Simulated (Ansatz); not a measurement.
# CH10O2Si3: molecular dynamics

The plan is to follow the molecule's vibrations and see whether its bonds hold. The start is relaxed first. Runs: 40 steps of 4 fs at constant energy, with velocities drawn for 400 K. SMILES of the start: C[SiH2]O[SiH](O)[SiH3].

Program: Ansatz 0.2.0. Level of theory: RKS B3LYP-D4/STO-3G. These are calculated values, not measurements.

## (1) The system as given

Bond lengths (14 of 15 bonds, heavy atoms first): C1–Si2 1.847 Å, Si2–O3 1.681 Å, O3–Si4 1.651 Å, Si4–O5 1.727 Å, Si4–Si6 2.327 Å, C1–H7 1.136 Å, C1–H8 1.059 Å, C1–H9 1.019 Å, Si2–H10 1.498 Å, Si2–H11 1.477 Å, Si4–H12 1.448 Å, O5–H13 0.979 Å, Si6–H14 1.468 Å, Si6–H15 1.474 Å. Angles (14 of 26 angles, heavy atoms first): C1–Si2–O3 114.1°, Si2–O3–Si4 134.4°, O3–Si4–O5 103.0°, O3–Si4–Si6 113.1°, O5–Si4–Si6 109.3°, C1–Si2–H10 108.8°, C1–Si2–H11 110.4°, O3–Si2–H10 107.9°, O3–Si2–H11 108.5°, Si2–C1–H7 108.0°, Si2–C1–H8 110.8°, Si2–C1–H9 111.9°, O3–Si4–H12 112.8°, O5–Si4–H12 107.5°.

As a file:

```xyz
16

C     0.7032   -1.4685   -2.6502
Si    0.9928   -0.5405   -1.0798
O    -0.3559    0.2872   -0.5114
Si   -0.6293    1.3281    0.7400
O    -2.2922    1.7500    0.5391
Si   -0.3342    0.3438    2.8276
H     0.3809   -0.7230   -3.4451
H    -0.1117   -2.1376   -2.5467
H     1.5454   -1.9429   -2.9715
H     1.4210   -1.5083   -0.0191
H     2.0976    0.4249   -1.2475
H     0.1453    2.5474    0.6352
H    -2.8251    1.2860   -0.1380
H     1.0728   -0.0448    2.9838
H    -0.6802    1.2456    3.9411
H    -1.1533   -0.8701    2.9868
```

## (2) Relaxing the start

The input, input.yaml:

```yaml
crystal:
  periodic: [false, false, false]
  atoms:
    - { symbol: C, position_ang: [0.7032, -1.4685, -2.6502] }
    - { symbol: Si, position_ang: [0.9928, -0.5405, -1.0798] }
    - { symbol: O, position_ang: [-0.3559, 0.2872, -0.5114] }
    - { symbol: Si, position_ang: [-0.6293, 1.3281, 0.74] }
    - { symbol: O, position_ang: [-2.2922, 1.75, 0.5391] }
    - { symbol: Si, position_ang: [-0.3342, 0.3438, 2.8276] }
    - { symbol: H, position_ang: [0.3809, -0.723, -3.4451] }
    - { symbol: H, position_ang: [-0.1117, -2.1376, -2.5467] }
    - { symbol: H, position_ang: [1.5454, -1.9429, -2.9715] }
    - { symbol: H, position_ang: [1.421, -1.5083, -0.0191] }
    - { symbol: H, position_ang: [2.0976, 0.4249, -1.2475] }
    - { symbol: H, position_ang: [0.1453, 2.5474, 0.6352] }
    - { symbol: H, position_ang: [-2.8251, 1.286, -0.138] }
    - { symbol: H, position_ang: [1.0728, -0.0448, 2.9838] }
    - { symbol: H, position_ang: [-0.6802, 1.2456, 3.9411] }
    - { symbol: H, position_ang: [-1.1533, -0.8701, 2.9868] }
basis:
  gaussian: { orbitals: STO-3G }
hamiltonian:
  xc: b3lyp
  dispersion: d4
relax:
  f_tol: 0.02
  max_steps: 40
scf:
  lower_state_search: "off"
output:
  orbitals: {}
```

Launch:

```console
ansatz run input.yaml --threads 1 --pin off --max-ram 2048MiB --backend cpu --events-out ev --progress --plain --runs-dir out
```

After this run come: The run.

Q: Predict the outcome of this session. Wanted: relaxation of the start; temperature, first and last step; temperature, second half; potential energy, second half; largest change of the total energy; bonds formed or broken.

As calculated:

| quantity | value |
| --- | --- |
| relaxation of the start | 9 moves, 0.718 eV lower |
| length | 40 steps of 4 fs |
| temperature, first and last step | 400 and 817864 K |
| temperature, second half | mean 807714 K, from 716359 to 823519 K |
| potential energy, second half | +5345 meV/atom from the start |
| largest change of the total energy | 98095.85 meV/atom |
| bonds formed or broken | 16 |

What this shows: The run blows up, reaching 823519 K, so it describes no real motion. A run of 160 fs with 16 atoms shows the motion but fixes no equilibrium value. The nuclei move classically, without zero-point motion, which matters most for hydrogen. The basis is very small, so the numbers are rough.
